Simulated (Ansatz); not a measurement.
From input file to script: AlAu, space group Pm-3m in Ansatz 0.2.0.

```yaml
crystal:
  lattice:
    - [3.223942, 0.0, 0.0]
    - [0.0, 3.223942, 0.0]
    - [0.0, 0.0, 3.223942]
  atoms:
    - { symbol: Al, position: [0.009305, -0.009305, 0.009305] }
    - { symbol: Au, position: [0.5, 0.5, 0.5] }
basis:
  ecutwfc: 435.382179935808
kpoints:
  mp_grid:
    grid: [5, 5, 5]
hamiltonian:
  xc: lda
  pseudopotentials:
    kind: paw
scf:
  occupations:
    method: cold
relax:
  max_steps: 100
output:
  eigenvalues: true
```

`relax_alau.py`:
```python
import ansatz as az
from ase import Atoms
from ase.data import atomic_numbers
from ase.neighborlist import neighbor_list
import numpy as np
import spglib

OCCUPATIONS = "cold"

lattice = az.Lattice.of(
    (3.223942, 0.0, 0.0),
    (0.0, 3.223942, 0.0),
    (0.0, 0.0, 3.223942),
)
sites = [
    ("Al", (0.0, 0.0, 0.0)),
    ("Au", (0.5, 0.5, 0.5)),
]
system = az.Crystal(lattice=lattice)
for symbol, position in sites:
    system = system.atom(symbol, position)

model = (
    system.move(0, to=(0.009305, -0.009305, 0.009305)).calculation()
    .functional(az.Functional.LDA)
    .pseudopotentials("paw")
    .basis(16 * az.Ha)
    .kpoints(5)
    .occupations(OCCUPATIONS)
    .relax(max_steps=100)
    .band_table()
)
steps = []


def collect(event):
    if event["event"] == "relax_step":
        steps.append(event["data"])


result = model.session().plan().execute(on_event=collect)
rep = result.report
for s in steps:
    flag = "" if s["accepted"] else "  (rejected)"
    print("step %2d  E = %.5f eV  largest force component = %.4f eV/A%s" % (s["step"], s["lagrangian_ev"], s["allowed_force_max_ev_ang"], flag))

first, last = steps[0], steps[-1]
symbols = [site.symbol for site in result.lattice.sites]
print(f"energy gained {first['lagrangian_ev'] - last['lagrangian_ev']:.4f} eV in {len(steps) - 1} steps")

print("atom   start x y z (A)              end x y z (A)")
for symbol, a, b in zip(symbols, first["positions_ang"], last["positions_ang"]):
    print(f"{symbol:3s}", " ".join(f"{v:8.4f}" for v in a), "  ", " ".join(f"{v:8.4f}" for v in b))

fractions = [site.position_frac for site in result.lattice.sites]
numbers = [atomic_numbers[s] for s in symbols]
for tolerance in (1e-3, 1e-2, 1e-1):
    print(f"space group at {tolerance} A:", spglib.get_spacegroup((result.lattice.cell_ang, fractions, numbers), symprec=tolerance))

final = Atoms(symbols, positions=last["positions_ang"], cell=result.lattice.cell_ang, pbc=True)
i, j, d = neighbor_list("ijd", final, 4.5)
print("neighbours within 1.1 times the shortest distance of each atom (A)")
for atom in range(len(final)):
    near = [m for m in np.argsort(d) if i[m] == atom]
    shell = [m for m in near if d[m] < 1.1 * d[near[0]]]
    print(f"{symbols[atom]}{atom} ({len(shell)}):", ", ".join(f"{symbols[j[m]]} {d[m]:.3f}" for m in shell))

print("%-22s %14.5f eV" % ("F = E - TS", rep["free_energy_ev"]))
print("%-22s %14.5f eV" % ("E", rep["internal_energy_ev"]))
print("%-22s %14.5f eV" % ("Harris-Foulkes", rep["harris_foulkes_ev"]))
print("%-22s %14.5f eV" % ("Fermi level", rep["fermi_energy_ev"]))

print("energy terms (eV)")
for term, value in rep["components"].items():
    if abs(value) > 1e-9:
        print(f"  {term:26s} {value:16.5f}")

edges = rep.get("band_edges_ev")
if edges:
    print(f"band edges on the mesh: {edges[0]:.3f} and {edges[1]:.3f} eV, gap {edges[1] - edges[0]:.3f} eV")
else:
    print("no band edges reported (a metal, or a gap too narrow for this smearing); Fermi level", round(rep["fermi_energy_ev"], 3), "eV")
```

Output of `python relax_alau.py`:
```text
step  1  E = -13378.33837 eV  largest force component = 0.0364 eV/A
step  2  E = -13378.33914 eV  largest force component = 0.0261 eV/A
step  3  E = -13378.33999 eV  largest force component = 0.0008 eV/A
energy gained 0.0016 eV in 2 steps
atom   start x y z (A)              end x y z (A)
Al    0.0300  -0.0300   0.0300      0.0153  -0.0153   0.0153
Au    1.6120   1.6120   1.6120      1.6266   1.5973   1.6266
space group at 0.001 A: R3m (160)
space group at 0.01 A: Pm-3m (221)
space group at 0.1 A: Pm-3m (221)
neighbours within 1.1 times the shortest distance of each atom (A)
Al0 (8): Au 2.791, Au 2.792, Au 2.792, Au 2.792, Au 2.792, Au 2.792, Au 2.792, Au 2.793
Au1 (8): Al 2.791, Al 2.792, Al 2.792, Al 2.792, Al 2.792, Al 2.792, Al 2.792, Al 2.793
F = E - TS               -13378.33999 eV
E                        -13378.33655 eV
Harris-Foulkes           -13378.33999 eV
Fermi level                  14.82339 eV
energy terms (eV)
  e_band                           -309.12052
  e_kinetic                         628.30594
  e_local                         -2479.25907
  e_nonlocal                         88.79361
  e_hartree                        1064.29148
  e_xc                             -267.07921
  e_vxc                            -305.74612
  e_paw                           -9865.35403
  e_vpaw                           -369.80089
  e_augmentation_tail                 0.00133
  e_ewald                         -2548.61502
  e_core_change                       0.57843
  e_smearing                         -0.00343
no band edges reported (a metal, or a gap too narrow for this smearing); Fermi level 14.823 eV
```

What to keep in mind:
- Total energies depend on the potentials; only differences at equal settings carry meaning. A total without «per atom» is that of the cell as typed.
- The energy terms are those on the plane-wave grid, with the one-centre PAW part apart; e_band, e_vxc and e_vpaw aren't summands of the total.
- For a metal this k-point mesh is coarse: on a finer one energies can move by several to tens of meV an atom and pressures by half a GPa or more, differences at one mesh by less.
- Only differences from the Fermi energy are physical; the zero of the scale is a convention.
- Energies along a relaxation are free energies. A last row that repeats the one before re-solves the same geometry more tightly.
- The structure comes from a database of computed cells and needn't be a stable or known phase.
- Levels are Kohn-Sham eigenvalues on this mesh, without spin-orbit coupling.
- Finished in 3.5 s on 1 thread of Arm Neoverse V2, on a shared host, peak memory 0.39 GiB.

(Lines on the test bed's own set-up are left out of the output.)
